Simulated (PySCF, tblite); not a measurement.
# C3H10B2OS: geometry, infrared bands and NMR shifts

Wanted: the infrared bands and NMR shifts of C3H10B2OS (`CCBOBSC`), by calculation.

Computed with tblite 0.8.0 and PySCF 2.14.0, with density-fitted response routines of our own, on a single molecule in the gas phase. Atoms count from 0, in the outputs and in this text.

**1. The molecule as given**

17 atoms, charge 0, multiplicity 1; geometry from: force field or distance geometry start.

Bonds of the start (Å): C0–C1 1.52, C1–B2 1.59, B2–O3 1.44, O3–B4 1.48, B4–S5 1.86, S5–C6 1.80, C0–H7 1.10, C0–H8 1.11, C0–H9 1.11, C1–H10 1.09, C1–H11 1.13, B2–H12 1.18, B4–H13 1.18, C6–H14 1.10, C6–H15 1.11, C6–H16 1.12.

**2. Geometry optimisation with GFN2-xTB**

What the job is given:

```
{"job": {"kind": "relax", "xc": "GFN2-xTB", "basis": "xTB"}, "charge": 0, "multiplicity": 1}
C     -2.440300     1.069800     0.308100
C     -2.031500    -0.146000    -0.504400
B     -0.531700    -0.472500    -0.076200
O      0.286700    -1.485500    -0.695800
B      1.266300    -1.886200     0.344300
S      2.763500    -0.869400     0.769200
C      3.024100     0.574400    -0.268300
H     -2.766900     0.735100     1.303900
H     -1.516900     1.675000     0.457300
H     -3.225100     1.657000    -0.222200
H     -2.171800     0.025900    -1.569700
H     -2.721800    -0.975600    -0.182700
H     -0.089800     0.106200     0.858000
H      0.896800    -2.672700     1.146600
H      2.124400     0.764900    -0.875700
H      3.921600     0.461700    -0.907000
H      3.205400     1.449900     0.403600
```

The run is started by

```console
> OMP_NUM_THREADS=1 python probes_run.py task.json out
```

The driver reads the jobs from task.json and runs them one after another.

**Question.** This job is followed by: GFN2-xTB harmonic vibrations, gas phase; GIAO PBE0/pcSseg-1 NMR shielding, non-relativistic, gas phase. Predict these results of the whole session: strongest single infrared mode (GFN2-xTB); zero-point energy (GFN2-xTB); 13C shifts against TMS (PBE0/pcSseg-1); 1H shifts against TMS (PBE0/pcSseg-1, means over atoms taken as alike); 11B shifts against BF3·OEt2 (PBE0/pcSseg-1); 17O shifts against H2O (PBE0/pcSseg-1); 33S shifts against CS2 (PBE0/pcSseg-1).

**Answer**, as computed:

| quantity | value |
| --- | --- |
| strongest single infrared mode (GFN2-xTB) | 1561 cm⁻¹, 612 km/mol |
| zero-point energy (GFN2-xTB) | 83.2 kcal/mol |
| 13C shifts against TMS (PBE0/pcSseg-1) | 20.0, 13.1, 11.8 ppm |
| 1H shifts against TMS (PBE0/pcSseg-1, means over atoms taken as alike) | 5.69, 5.69, 1.94, 1.23, 0.90 ppm |
| 11B shifts against BF3·OEt2 (PBE0/pcSseg-1) | 47.1, 36.6 ppm |
| 17O shifts against H2O (PBE0/pcSseg-1) | 293.5 ppm |
| 33S shifts against CS2 (PBE0/pcSseg-1) | -37 ppm |

What this shows: Relaxing lowered the energy by 1.685 eV in 137 steps; the close pair that moved most is O3–B4, from 1.484 to 1.301 Å. The lowest mode is imaginary (30i cm⁻¹), so the xTB geometry is not a minimum. The strongest single mode, at 1561 cm⁻¹, moves mainly O3. GFN2-xTB is a fitted tight-binding method: band positions and strengths are rough. Its intensities can rank the bands wrongly. At PBE0/pcSseg-1: Shielding is most anisotropic at S5 (span 344 ppm, paramagnetic term -516 ppm).
